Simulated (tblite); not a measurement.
# C6H14FNSi: the cost of one run

The runs use tblite 0.8.0 and PySCF 2.14.0, with density-fitted response routines of our own; the level of theory stands in each step. All values are computed, except where a source is named. Atoms count from 0, in the outputs and in this text.

### 1 The starting structure

23 atoms, charge 0, multiplicity 1; geometry from: force field or distance geometry start.

Bonds of the start (Å): C0–C1 1.51, C1–C2 1.54, C2–C3 1.54, C3–C4 1.54, C4–C5 1.56, C5–N6 1.47, N6–Si7 1.71, Si7–F8 1.60, C5–C2 1.55, C0–H9 1.08, C0–H10 1.10, C0–H11 1.10, C1–H12 1.11, C1–H13 1.09, C2–H14 1.10, C3–H15 1.11, C3–H16 1.10, C4–H17 1.10, C4–H18 1.09, C5–H19 1.09, N6–H20 1.02, Si7–H21 1.47, Si7–H22 1.48.

### 2 Geometry optimisation with GFN2-xTB

Job settings and geometry (Å):

```
{"job": {"kind": "relax", "xc": "GFN2-xTB", "basis": "xTB"}, "charge": 0, "multiplicity": 1}
C     -1.874000     1.152400    -1.621400
C     -1.840300     0.563600    -0.232600
C     -0.931900    -0.679200    -0.192300
C     -0.716300    -1.309000     1.191000
C      0.682500    -1.746800     0.717300
C      0.610300    -0.617900    -0.355200
N      1.148000     0.629800     0.215700
Si     2.813100     1.035700     0.226400
F      3.179600     1.389800    -1.291400
H     -0.892900     1.467300    -1.950300
H     -2.266400     0.425300    -2.345800
H     -2.543600     2.026900    -1.636900
H     -1.500900     1.317400     0.502400
H     -2.847900     0.277400     0.074000
H     -1.364600    -1.414600    -0.887200
H     -0.694700    -0.602100     2.044200
H     -1.392700    -2.130600     1.462600
H      0.690300    -2.753900     0.265300
H      1.478000    -1.701500     1.465900
H      0.986000    -0.866800    -1.347300
H      0.691600     1.457500    -0.162700
H      2.979600     2.228700     1.077400
H      3.602300    -0.122500     0.701500
```

Launch:

```sh
$ OMP_NUM_THREADS=1 python probes_run.py task.json out
```

The driver reads the jobs from task.json and runs them one after another.

Q: Estimate the wall time and peak memory of this first job on 1 thread of Arm Neoverse N1, shared host.

About 2.2 s, with a peak of 0.18 GiB.
